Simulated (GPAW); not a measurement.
Runs of GPAW 26.7.0 on NbRu3C. Symmetry: Pm-3m, No. 221, cubic system. The conventional cell has a = 4.065 Å, b = 4.065 Å, c = 4.065 Å, α = 90.00°, β = 90.00°, γ = 90.00°. Ru (site symmetry 4/mmm) is surrounded by 2 C at 2.03 Å. Around Nb (site symmetry m-3m) lie 12 Ru at 2.87 Å. C (site symmetry m-3m) is surrounded by 6 Ru at 2.03 Å. The cell comes from a database or a generator and needn't be the stable form of this composition.

```csv
level,gap on the mesh (eV),pressure (GPa),relaxed volume (Å³/atom)
PBEsol,none,0.0,12.88
PBEsol+D3(BJ),none,-0.1,12.61
PBEsol+D3,none,-0.1,(a)
PBEsol+D3(BJ)+ATM,none,-0.1,(b)
PBEsol+D4,none,0.0,12.76
```

Alike in all rows: task relaxation of cell and atoms; potentials or basis PAW data sets generated in the run's folder for this functional, pw; no spin polarisation; cell relaxed; k mesh 5 × 5 × 5; cutoff (eV) 800; smearing fermi-dirac 0.05 eV.

**Question.** Estimate the missing entries.

**Answer.** (a) 12.65; (b) 12.67.

Caveats: later steps reuse the first step's grids; pairwise dispersion overbinds metals, which lowers pressure and volume (some runs).

A k mesh can miss the band edges, and the runs leave out spin-orbit coupling on Nb, Ru.

A gap of «none» marks a metal or a gap under the smearing width.
